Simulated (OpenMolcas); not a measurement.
**One shape, several levels: InNH3Cl (SMILES [NH2][InH][Cl])**

We compute a comparison of 5 runs (HF/3-21G, BHLYP/def2-SVPD, PBE/def2-SVPD, TPSS/def2-SVPD, CCSD(T)/def2-SVPD) of InNH3Cl. 

The calculation is run with OpenMolcas 26.06.

### 1 The system as given

InNH3Cl: 6 atoms, total charge 0, spin state singlet. As SMILES, `[NH2][InH][Cl]`. The coordinates come from a PBE0-D4/def2-TZVP relaxation.

Bond lengths: N1–In2 1.995 Å, In2–Cl3 2.339 Å, N1–H4 1.007 Å, N1–H5 1.008 Å, In2–H6 1.693 Å. Angles: N1–In2–Cl3 109.2°, N1–In2–H6 131.5°, Cl3–In2–H6 119.1°, In2–N1–H4 121.6°, In2–N1–H5 118.5°, H4–N1–H5 111.0°.

### 2 Energy and forces at HF/3-21G (run 1)

The input, job.inp:

```
&GATEWAY
  BasLib = $CurrDir
  Coord
  6
  angstrom
  N       -1.020800       0.188100      -0.504100
  In       0.792100       0.148600       0.327900
  Cl       0.990800      -1.771000       1.649200
  H       -1.219400       0.761400      -1.308200
  H       -1.558200      -0.664500      -0.526800
  H        2.057500       1.273400       0.315800
  Basis = 3-21G
  Group = NoSym

&SEWARD

&SCF
  Thresholds = 1e-10 1e-07 1e-07 1e-05
  PrOrbitals = 1 2

&ALASKA
```

The basis set 3-21G is read from a file made from the Basis Set Exchange's data (not shown).

Launch:

```sh
$ export MOLCAS_MEM=1860
$ pymolcas job.inp > job.log
```

What it wrote:

```text
--- Start Module: gateway ---
[...]
--- Stop Module: gateway /rc=_RC_ALL_IS_WELL_ ---
[...]
      Basis functions           59
[...]
--- Start Module: scf ---
[...]
       Convergence after  12 Iterations
[...]
::    Total SCF energy                              -6227.9871353355
[...]
      Total spin, S                                     0.0000000000
[...]
      Total electronic charge=   76.000000
      Total            charge=   -0.000000
[...]
      Dipole Moment (debye):
      Origin of the operator (angstrom)=    0.6629   -0.2447    0.5198
                   X= -4.7205E-01               Y=  2.7872E+00               Z= -3.4529E+00           Total=  4.4625E+00
      Quadrupole Moment (debye*angstrom):
[...]
--- Stop Module: scf /rc=_RC_ALL_IS_WELL_ ---
[...]
--- Start Module: alaska ---
[...]
 *              Molecular gradients               *
 **************************************************
  Irreducible representation: a
 ------------------------------------------------------------------------------------------
                              X                       Y                       Z
 ------------------------------------------------------------------------------------------
  N1               -9.69120983620542E-03    6.91317936545488E-03    1.13927752623582E-02
  IN2               1.50979694139295E-02   -1.41943432076843E-02    9.91637895219633E-03
  CL3              -3.52458891657292E-03    2.32516204407460E-02   -1.57382131717441E-02
  H4                5.03131150177749E-03   -6.54037962236842E-04   -4.58381646036354E-03
  H5                4.43497821779948E-03   -5.27532066304914E-03   -2.02753590669169E-03
  H6               -1.13484603806606E-02   -1.00410979733816E-02    1.04041132417976E-03
 ------------------------------------------------------------------------------------------
--- Stop Module: alaska /rc=_RC_ALL_IS_WELL_ ---
[...]
```

It took 9 s on 1 thread of AMD EPYC 7R43 (Zen 3), shared host; peak memory 0.39 GiB.

### 3 Energy and gradient at BHLYP/def2-SVPD (core potential) (run 2)

The input, mol.input:

```
>>> EXPORT MOLCAS_PRINT=2

&GATEWAY
 BasLib
 $CurrDir
 Coord
 6
 bohr
 N     -1.92903243     0.35545748    -0.95261094
 In     1.49685206     0.28081330     0.61964120
 Cl     1.87234064    -3.34670497     3.11653632
 H     -2.30433204     1.43883747    -2.47213972
 H     -2.94457125    -1.25572301    -0.99550772
 H      3.88811150     2.40637725     0.59677551
 Basis
 def2-SVPD
 Group
 NoSym

&SEWARD
 GridInput
 Grid=UltraFine
 End of Grid

&SCF
 KSDFT
 HYB_GGA_XC_BHANDHLYP
 Thresholds
 1e-10 1e-07 1e-07 1e-05
 PrOrbitals
 1 1

&ALASKA
```

The basis set def2-SVPD is read from a file made from the Basis Set Exchange's data (not shown).

Launch:

```sh
$ export MOLCAS_MEM=1860
$ pymolcas mol.input > mol.log
```

What it wrote:

```text
--- Start Module: gateway ---
[...]
--- Stop Module: gateway /rc=_RC_ALL_IS_WELL_ ---
[...]
      Basis functions          103
[...]
--- Start Module: scf ---
[...]
       Convergence after  14 Iterations
[...]
::    Total KS-DFT energy                            -706.6459970951
[...]
      Total spin, S                                     0.0000000000
[...]
      Total electronic charge=   48.000000
      Total            charge=   -0.000000
[...]
      Dipole Moment (debye):
      Origin of the operator (angstrom)=    0.6629   -0.2447    0.5198
                   X= -1.9158E-01               Y=  2.1637E+00               Z= -2.3856E+00           Total=  3.2264E+00
      Quadrupole Moment (debye*angstrom):
[...]
--- Stop Module: scf /rc=_RC_ALL_IS_WELL_ ---
[...]
--- Start Module: alaska ---
[...]
 *              Molecular gradients               *
 **************************************************
  Irreducible representation: a
 ------------------------------------------------------------------------------------------
                              X                       Y                       Z
 ------------------------------------------------------------------------------------------
  N1                5.14978980364234E-03    1.90226881100930E-03    7.28131282187450E-03
  IN2              -4.81074495764133E-03   -8.55373378795932E-03    1.36369376943790E-03
  CL3              -1.37717506148194E-03    8.80985531496492E-03   -6.09019370877917E-03
  H4                1.20259215570329E-03    9.88315634460335E-04   -2.55386955831138E-03
  H5                3.26179221780798E-04   -2.88598156228570E-03   -2.57144452540325E-04
  H6               -4.90641161936090E-04   -2.60724410025226E-04    2.56201128320643E-04
 ------------------------------------------------------------------------------------------
--- Stop Module: alaska /rc=_RC_ALL_IS_WELL_ ---
[...]
```

It took 67 s on 1 thread of AMD EPYC 7R43 (Zen 3), shared host; peak memory 0.58 GiB.

Runs 3 to 4 aren't shown in full; the table further down has their settings and results.

### 4 The energy at CCSD(T)/def2-SVPD (Cholesky decomposition, core potential) (run 5)

The input, test.input:

```
&GATEWAY
  BASLIB = $CurrDir
  BASISSET
  N.def2-SVPD....
  N1 -1.020800 0.188100 -0.504100 angstrom
  End of Basis
  BASISSET
  In.def2-SVPD....
  In2 0.792100 0.148600 0.327900 angstrom
  End of Basis
  BASISSET
  Cl.def2-SVPD....
  Cl3 0.990800 -1.771000 1.649200 angstrom
  End of Basis
  BASISSET
  H.def2-SVPD....
  H4 -1.219400 0.761400 -1.308200 angstrom
  H5 -1.558200 -0.664500 -0.526800 angstrom
  H6 2.057500 1.273400 0.315800 angstrom
  End of Basis

&SEWARD
  HIGH

&SCF
  THRESHOLDS = 1e-10 1e-07 1e-07 1e-05
  PRORBITALS = 1 2

&CHCC
  FROZEN = 10
  THRESHOLD = 1e-08
  MAXITERATIONS = 80

&CHT3
  FROZEN = 10
```

The basis set def2-SVPD is read from a file made from the Basis Set Exchange's data (not shown).

Launch:

```sh
$ export MOLCAS_MEM=1860
$ pymolcas test.input > test.log
```

What it wrote:

```text
--- Start Module: gateway ---
[...]
--- Stop Module: gateway /rc=_RC_ALL_IS_WELL_ ---
[...]
      Basis functions          103
[...]
       Convergence after  13 Iterations
[...]
::    Total SCF energy                               -704.7784416359
[...]
      Total spin, S                                     0.0000000000
[...]
      Total electronic charge=   48.000000
      Total            charge=   -0.000000
[...]
      Dipole Moment (debye):
      Origin of the operator (angstrom)=    0.6629   -0.2447    0.5198
                   X= -8.8702E-02               Y=  2.2087E+00               Z= -2.4492E+00           Total=  3.2992E+00
      Quadrupole Moment (debye*angstrom):
[...]
--- Start Module: chcc ---
[...]
--- Stop Module: chcc /rc=_RC_ALL_IS_WELL_ ---
[...]
--- Start Module: cht3 ---
[...]
--- Stop Module: cht3 /rc=_RC_ALL_IS_WELL_ ---
[...]
```

Wall time 8.8 min (1 thread of AMD EPYC 7R43 (Zen 3), shared host); peak memory 0.19 GiB.

### 5 All runs side by side

```tsv
run	level	integration grid	integral approximation	energy (Eh)	dipole moment (D) of the reference	HOMO energy (eV)	LUMO energy (eV)	wall time
1	HF/3-21G	–	none	-6227.987135	4.46	-10.55	1.39	9 s
2	BHLYP/def2-SVPD (core potential)	UltraFine	none	-706.645997	3.23	-8.86	-0.67	67 s
3	PBE/def2-SVPD (core potential)	UltraFine	none	-706.500651	3.11	-6.28	-2.04	46 s
4	TPSS/def2-SVPD (core potential)	UltraFine	none	-706.711740	3.15	-6.33	-1.88	76 s
5	CCSD(T)/def2-SVPD (Cholesky decomposition, core potential)	–	CD high	-705.251742	3.30	-10.91	1.05	8.8 min
```

### 6 Outcome

```
                                           quantity          value
                                run 5: total energy  -705.25174 Eh
          run 5: dipole moment (mean-field density)         3.30 D
         run 5: HOMO energy (Hartree–Fock orbitals)      -10.91 eV
         run 5: LUMO energy (Hartree–Fock orbitals)        1.05 eV
       run 5: HOMO–LUMO gap (Hartree–Fock orbitals)       11.95 eV
run 5: correlation energy (10 core orbitals frozen)     -473.3 mEh
                              run 5: (T) correction     -14.37 mEh
```

**Reading.** Over runs 1, 2, 3, 4 the dipole moment (its size) runs from 3.11 D (PBE/def2-SVPD) to 4.46 D (HF/3-21G). The two ends differ in method and basis and core potential. Over runs 1, 2, 3, 4 the HOMO–LUMO gap runs from 4.24 eV (PBE/def2-SVPD) to 11.95 eV (HF/3-21G). Totals of different functionals can't be ranked against each other. Some runs of one species differ in core potentials or relativity; totals across that change don't compare. In run 1 relativity is left out where basis or elements ask for it. All runs together took 12 min, the longest 8.8 min.
